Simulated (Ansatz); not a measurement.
# C₆H₁₁NO₃: one species, many methods

Aim: compute C₆H₁₁NO₃ with functionals from several rungs and with coupled cluster. The yardstick is the atomisation energy at the CCSD(T) limit.

The runs use Ansatz 0.2.0, Gaussian basis; functionals in def2-TZVPP, the program's frozen cores in correlated methods.

Plan: LDA (SPW92), PBE-D4, revPBE-D4, BLYP-D4, r2SCAN-D4, B97M-V, PBE0-D4, B3LYP-D4, r2SCANh-D4, r2SCAN0-D4, HSE06-D4, BHLYP-D4, CAM-B3LYP-D4, LC-ωPBE, ωB97X-V, ωB97M-V, B2PLYP, PBE-QIDH; CCSD(T)/def2-SVP; CCSD(T)/def2-TZVPP; MP2/def2-QZVPP; extrapolation to the limit; RPA on PBE.

**1. Structure used throughout**

An earlier PBE0-D4 in a triple-zeta def2 set relaxation fixed the geometry.

SMILES `CN/C(=C\C(=O)OC)OC`, 21 atoms, charge 0, spin multiplicity 1.

Atoms are counted from 1 here; the program's logs count them from 0.

Bond lengths: C1–N2 1.438 Å, C1–H11 1.089 Å, C1–H12 1.094 Å, C1–H13 1.093 Å, N2–C3 1.342 Å, N2–H14 1.006 Å, C3–C4 1.371 Å, C3–O9 1.339 Å, C4–C5 1.434 Å, C4–H15 1.077 Å, C5–O6 1.210 Å, C5–O7 1.372 Å, O7–C8 1.420 Å, C8–H16 1.091 Å, C8–H17 1.089 Å, C8–H18 1.091 Å, O9–C10 1.412 Å, C10–H19 1.088 Å and more. Angles: N2–C1–H11 108.1°, N2–C1–H12 112.0°, N2–C1–H13 111.9°, H11–C1–H12 108.4°, H11–C1–H13 108.3°, H12–C1–H13 108.0°, C1–N2–C3 124.1°, C1–N2–H14 120.9°, C3–N2–H14 114.9°, N2–C3–C4 126.0°, N2–C3–O9 110.9°, C4–C3–O9 123.0°, C3–C4–C5 127.3°, C3–C4–H15 119.1°, C5–C4–H15 113.6°, C4–C5–O6 125.2°, C4–C5–O7 114.3°, O6–C5–O7 120.5° and more.

**2. LDA**

This LDA is Slater exchange with PW92 correlation.

File in.yaml:

```yaml
crystal:
  periodic: [false, false, false]
  atoms:
    - {symbol: C, position_ang: [2.021269, -0.299358, -1.741604]}
    - {symbol: N, position_ang: [0.848973, -0.344669, -0.909573]}
    - {symbol: C, position_ang: [0.593329, 0.527293, 0.077912]}
    - {symbol: C, position_ang: [-0.519129, 0.535258, 0.878860]}
    - {symbol: C, position_ang: [-1.632237, -0.367728, 0.829416]}
    - {symbol: O, position_ang: [-2.597487, -0.325175, 1.557868]}
    - {symbol: O, position_ang: [-1.534560, -1.331369, -0.142143]}
    - {symbol: C, position_ang: [-2.632165, -2.229625, -0.201113]}
    - {symbol: O, position_ang: [1.585116, 1.419719, 0.196965]}
    - {symbol: C, position_ang: [1.488873, 2.418730, 1.190137]}
    - {symbol: H, position_ang: [1.967904, -1.128278, -2.446305]}
    - {symbol: H, position_ang: [2.085536, 0.632842, -2.309905]}
    - {symbol: H, position_ang: [2.939390, -0.402832, -1.157487]}
    - {symbol: H, position_ang: [0.134926, -1.037979, -1.059150]}
    - {symbol: H, position_ang: [-0.608415, 1.286925, 1.645214]}
    - {symbol: H, position_ang: [-2.743865, -2.768258, 0.740923]}
    - {symbol: H, position_ang: [-2.409005, -2.924507, -1.009484]}
    - {symbol: H, position_ang: [-3.560517, -1.694996, -0.407115]}
    - {symbol: H, position_ang: [2.392892, 3.017097, 1.095499]}
    - {symbol: H, position_ang: [1.443206, 1.977355, 2.188962]}
    - {symbol: H, position_ang: [0.611463, 3.050157, 1.028921]}
basis:
  gaussian: {orbitals: def2-TZVPP}
hamiltonian: {xc: lda}
output: {orbitals: {seedname: orbitals}}
```

On the command line:

```sh
ansatz run in.yaml --threads 4 --pin off --events-out ev --progress --plain --max-ram 46080MiB --backend cuda --devices 0, --max-vram 37GiB
```

The runs that follow: PBE-D4 (GGA); revPBE-D4 (GGA); BLYP-D4 (GGA); r2SCAN-D4 (meta-GGA); B97M-V (meta-GGA); PBE0-D4 (hybrid); B3LYP-D4 (hybrid); r2SCANh-D4 (hybrid); r2SCAN0-D4 (hybrid); HSE06-D4 (hybrid); BHLYP-D4 (hybrid); CAM-B3LYP-D4 (range-separated); LC-ωPBE (range-separated); ωB97X-V (range-separated); ωB97M-V (range-separated); B2PLYP (double hybrid); PBE-QIDH (double hybrid); CCSD(T) in def2-SVP; CCSD(T) in def2-TZVPP; MP2 in def2-QZVPP; RPA on PBE orbitals.

**Question.** What will the summary of the whole plan be? Wanted: atomisation energy, CCSD(T)/CBS; farthest beyond LDA; mean size of error, GGA; mean size of error, meta-GGA; mean size of error, hybrid; mean size of error, range-separated; mean size of error, double hybrid; gap, smallest and largest; T1 diagnostic.

The runs gave:

```
                               quantity                                                     value
        atomisation energy, CCSD(T)/CBS                                             8747.8 kJ/mol
 functionals within 43.7 kJ/mol (0.5 %)  B97M-V, B3LYP-D4, r2SCANh-D4, LC-ωPBE, ωB97X-V, PBE-QIDH
                    farthest beyond LDA                                    PBE-D4 (+335.2 kJ/mol)
                mean size of error, GGA                                              163.7 kJ/mol
           mean size of error, meta-GGA                                               51.4 kJ/mol
             mean size of error, hybrid                                              112.2 kJ/mol
    mean size of error, range-separated                                               53.5 kJ/mol
      mean size of error, double hybrid                                               39.6 kJ/mol
              gap, smallest and largest                 3.98 eV (LDA (SPW92)), 10.77 eV (LC-ωPBE)
                          T1 diagnostic                                                    0.0142
triples share of the correlation energy                                                     4.2 %
```

**Reading.** LDA overbinds by 1536.7 kJ/mol (18 %). PBE-D4 misses by +335.2 kJ/mol. Double hybrids carry the basis error of their MP2 part in triple zeta, and no dispersion term here, so their miss is partly the set-up's. Taken by rung, double hybrid functionals do best (39.6 kJ/mol on average) and GGA ones worst beyond LDA (163.7 kJ/mol). The gap between the best rungs is small, so their order is not settled. The reference freezes the cores and leaves out relativity and excitations past (T), so misses under about 43.7 kJ/mol can't be ranked. Hartree-Fock recovers 70 % of the binding; the rest is correlation. CCSD(T) in def2-SVP is off by -393.5 kJ/mol, so the small basis spoils what the method gains. The gap grows from 4.0 to 10.8 eV across the functionals, mostly with the share of exact exchange.
